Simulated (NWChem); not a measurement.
# BH2Br (SMILES BBr): levels of theory compared

We compute a comparison of 6 runs (HF/STO-3G, HF/3-21G, HF/def2-TZVP, BP86/pcseg-1, PBE0/def2-SVP, CCSD(T)/3-21G) of BH2Br. 

The calculation is run with NWChem 7.3.0.

## Step 1: The system as given

BH2Br has 4 atoms, charge 0, and is taken as a singlet. SMILES: `BBr`. Geometry: relaxed at PBE0-D4/def2-TZVP.

Bond lengths: B1–Br2 1.891 Å, B1–H3 1.188 Å, B1–H4 1.188 Å. Angles: Br2–B1–H3 117.8°, Br2–B1–H4 117.8°, H3–B1–H4 124.3°.

## Step 2: Energy and gradient at HF/STO-3G (run 1)

mol.xyz reads:

```xyz
4
BBrH2
B     -0.153900     0.025000    -0.096900
Br     1.470100    -0.363400     0.790800
H     -1.111200    -0.617300     0.191700
H     -0.149500     0.895400    -0.905900
```

mol.nw reads:

```
start mol
title "BBrH2"
memory total 2200 mb
geometry noautosym nocenter noautoz
  load mol.xyz
end
basis spherical bse
  B library STO-3G
  Br library STO-3G
  H library STO-3G
end
scf
  thresh 1e-08
  maxiter 80
  print low
end
task scf gradient
```

Command:

```bash
nwchem mol.nw > mol.out
```

The log of the run:

```text
[...]
  functions       =    25
[...]
  wavefunction    = RHF
[...]
         Total SCF energy =  -2570.215244426928
      One-electron energy =  -3730.311014605272
      Two-electron energy =   1092.506438752739
 Nuclear repulsion energy =     67.589331425604
        Time for solution =      1.2s
[...]
                         RHF ENERGY GRADIENTS
    atom               coordinates                        gradient
                 x          y          z           x          y          z
   1 B      -0.290829   0.047243  -0.183114   -0.003867   0.000932  -0.002186
   2 Br      2.778086  -0.686726   1.494395    0.010602  -0.002532   0.005805
   3 H      -2.099864  -1.166528   0.362260   -0.011921  -0.012642   0.007941
   4 H      -0.282514   1.692061  -1.711903    0.005186   0.014241  -0.011561
 Task  times  cpu:        1.8s     wall:        1.8s
 Total times  cpu:        1.8s     wall:        1.8s
```

Wall time 2.5 s (1 thread of Intel Xeon Platinum 8259CL at 2.50GHz (Skylake/Cascade Lake), shared host); peak memory 0.098 GiB.

## Step 3: Energy and forces at HF/3-21G (run 2)

run.py reads:

```python
from ase import Atoms
from ase.calculators.nwchem import NWChem

system = Atoms(['B', 'Br', 'H', 'H'], positions=[
    [-0.153900, 0.025000, -0.096900],
    [1.470100, -0.363400, 0.790800],
    [-1.111200, -0.617300, 0.191700],
    [-0.149500, 0.895400, -0.905900],
])

calc = NWChem(
    label='geom',
    theory='scf',
    memory='2200 mb',
    basis='3-21G',
    basispar='spherical bse',
    scf={'nopen': '0', 'rhf': None, 'thresh': '1e-08', 'maxiter': '80'},
)
system.calc = calc

forces = system.get_forces()
print(f"energy = {system.get_potential_energy():.6f} eV")
print("forces (eV/A):")
for s, f in zip(system.symbols, forces):
    print(f"{s:2s} {f[0]:10.5f} {f[1]:10.5f} {f[2]:10.5f}")
print("dipole (e A):", system.get_dipole_moment().round(4))
```

Command:

```bash
export ASE_NWCHEM_COMMAND="nwchem PREFIX.nwi > PREFIX.nwo"
python run.py
```

The log of the run:

```text
energy = -70361.930515 eV
forces (eV/A):
B    -1.05991    0.25325   -0.57629
Br    0.93964   -0.22492    0.51314
H     0.19422    0.19623   -0.12100
H    -0.07394   -0.22461    0.18414
dipole (e A): [-0.2021  0.0483 -0.1105]
```

The calculator wrote geom.nwi:

```
title "geom"

permanent_dir geom

scratch_dir geom

start geom

geometry units angstrom nocenter noautosym noautoz
  B  -1.5390000000000001e-01 2.5000000000000001e-02 -9.6900000000000000e-02
  Br 1.4701000000000000e+00 -3.6340000000000000e-01 7.9079999999999995e-01
  H  -1.1112000000000000e+00 -6.1729999999999996e-01 1.9170000000000001e-01
  H  -1.4949999999999999e-01 8.9539999999999997e-01 -9.0590000000000004e-01
end

memory 2200 mb

basis spherical bse noprint
   * library 3-21G
end

scf
  nopen 0
  rhf
  thresh 1e-08
  maxiter 80
end

task scf gradient
```

geom.nwo:

```text
Northwest Computational Chemistry Package (NWChem) 7.3.0
             --------------------------------------------------------

           Job information
           ---------------

    nwchem branch   = 7.3.0
    use scalapack   = T
    input           = geom.nwi
    prefix          = geom.
    data base       = geom/geom.db
    status          = startup
    nproc           =        1

           Memory information
           ------------------

[... 5 lines left out ...]
    hardfail = no
[... 120 lines left out ...]
         Quadratically convergent ROHF
[... 14 lines left out ...]
       Final RHF  results
[... 4 lines left out ...]
      Two-electron energy =   1085.331861571494
[... 40 lines left out ...]
                       ROHF Final Molecular Orbital Analysis
[... 211 lines left out ...]
                 ----------------------------------------
                 |  Time  |  1-e(secs)   |  2-e(secs)   |
                 ----------------------------------------
                 |  CPU   |       0.00   |       0.46   |
                 ----------------------------------------
                 |  WALL  |       0.00   |       0.46   |
                 ----------------------------------------

 Task  times  cpu:        2.3s     wall:        2.3s
 Total times  cpu:        2.3s     wall:        2.3s
```

Wall time 3.9 s (1 thread of Intel Xeon Platinum 8259CL at 2.50GHz (Skylake/Cascade Lake), shared host); peak memory 0.099 GiB.

Runs 3 to 4 aren't shown in full; the table further down has their settings and results.

## Step 4: Energy and forces at PBE0/def2-SVP (run 5)

bbrh2.nw reads:

```
start bbrh2
memory 2200 mb
charge 0

geometry units angstroms noautosym nocenter noautoz
  B     -0.153900     0.025000    -0.096900
  Br     1.470100    -0.363400     0.790800
  H     -1.111200    -0.617300     0.191700
  H     -0.149500     0.895400    -0.905900
end

basis spherical bse
  * library def2-SVP
end

dft
  xc pbe0
  grid xfine
  convergence energy 1e-08
  maxiter 100
  mulliken
  noprint "final vectors analysis"
end

task dft gradient
```

Command:

```bash
nwchem bbrh2.nw > bbrh2.out
```

The log of the run:

```text
[...]
          Wavefunction type:  closed shell.
          No. of atoms     :     4
          No. of electrons :    42
[...]
          Charge           :     0
          Spin multiplicity:     1
[...]
          AO basis - number of functions:    56
[...]
              XC Information
              --------------
                         PBE0 Method XC Functional
                     Hartree-Fock (Exact) Exchange  0.250
          PerdewBurkeErnzerhof Exchange Functional  0.750
            Perdew 1991 LDA Correlation Functional  1.000 local
           PerdewBurkeErnz. Correlation Functional  1.000 non-local
[...]
 d= 0,ls=0.0,diis     1  -2599.5145198401 -2.67D+03  1.18D-02  2.19D-01     1.8
[...]
 d= 0,ls=0.0,diis     8  -2599.5447528247 -4.32D-10  6.24D-07  1.61D-09    11.1
         Total DFT energy =    -2599.544752824712
      One electron energy =    -3750.394208215512
           Coulomb energy =     1179.050115912371
    Exchange-Corr. energy =      -95.789991947175
 Nuclear repulsion energy =       67.589331425604
[...]
  wavefunction    = closed shell
                         DFT ENERGY GRADIENTS
    atom               coordinates                        gradient
                 x          y          z           x          y          z
   1 B      -0.290829   0.047243  -0.183114   -0.005419   0.001307  -0.003013
   2 Br      2.778086  -0.686726   1.494395   -0.000230   0.000058  -0.000118
   3 H      -2.099864  -1.166528   0.362260    0.005523   0.003573  -0.001525
   4 H      -0.282514   1.692061  -1.711903    0.000126  -0.004938   0.004655
[...]
```

Run time: 15 s. Hardware: 1 thread of Intel Xeon Platinum 8259CL at 2.50GHz (Skylake/Cascade Lake), shared host; peak memory 0.12 GiB.

## Step 5: A single-point energy at CCSD(T)/3-21G (run 6)

bbrh2.nw reads:

```
start bbrh2
title "BBrH2"
memory 2200 mb
geometry units angstroms noautosym nocenter noautoz
B     -0.153900     0.025000    -0.096900
Br     1.470100    -0.363400     0.790800
H     -1.111200    -0.617300     0.191700
H     -0.149500     0.895400    -0.905900
end
basis spherical bse
* library 3-21G
end
scf
singlet
rhf
thresh 1e-08
maxiter 80
end
ccsd
freeze core 10
maxiter 60
end
task ccsd(t) energy
```

Command:

```bash
nwchem bbrh2.nw > bbrh2.out
```

The log of the run:

```text
[...]
  functions       =    35
[...]
  wavefunction    = RHF
[...]
         Total SCF energy =  -2585.753274466202
      One-electron energy =  -3738.674467463797
      Two-electron energy =   1085.331861571991
 Nuclear repulsion energy =     67.589331425604
        Time for solution =      1.7s
[...]
 Total MP2 energy:          -2585.843756002766895
[...]
             energy      energy      error      ampl     ampl      Block
                                                time     time      time
[...]
 Total CCSD energy:          -2585.862140251309484
[...]
 Total CCSD+T(CCSD) energy:          -2585.865432857103769
[...]
 Total CCSD(T) energy:               -2585.864786574791196
[...]
```

It took 8.7 s on 1 thread of Intel Xeon Platinum 8259CL at 2.50GHz (Skylake/Cascade Lake), shared host; peak memory 0.11 GiB.

## Step 6: The series

| run | level | iteration cap | module | energy (Eh) | largest force (eV/Å) | wall time |
| --- | --- | --- | --- | --- | --- | --- |
| 1 | HF/STO-3G | 80 | scf | -2570.215244 | 0.982 | 2.5 s |
| 2 | HF/3-21G | 80 | scf | -2585.753274 | 1.233 | 3.9 s |
| 3 | HF/def2-TZVP | 80 | scf | -2598.288421 | 0.589 | 50 s |
| 4 | BP86/pcseg-1 | 100 | dft | -2600.191831 | 0.431 | 21 s |
| 5 | PBE0/def2-SVP | 100 | dft | -2599.544753 | 0.349 | 15 s |
| 6 | CCSD(T)/3-21G | 80 | ccsd(t) | -2585.864787 | – | 8.7 s |

## Step 7: Results

```
                                           quantity           value
                                run 6: total energy  -2585.86479 Eh
         run 6: HOMO energy (Hartree–Fock orbitals)       -10.94 eV
         run 6: LUMO energy (Hartree–Fock orbitals)         1.80 eV
       run 6: HOMO–LUMO gap (Hartree–Fock orbitals)        12.73 eV
run 6: correlation energy (10 core orbitals frozen)      -111.5 mEh
                              run 6: (T) correction       -2.65 mEh
```

**Reading.** Over runs 2, 3, 4, 5 the dipole moment (its size) runs from 0.37 D (BP86/pcseg-1) to 1.13 D (HF/3-21G). The two ends differ in method and basis. Over runs 2, 3, 4 the HOMO–LUMO gap runs from 4.04 eV (BP86/pcseg-1) to 12.73 eV (HF/3-21G). Totals of different functionals can't be ranked against each other. In run 1 the basis is minimal, so the values are rough. All runs together took 1.7 min, the longest 50 s.
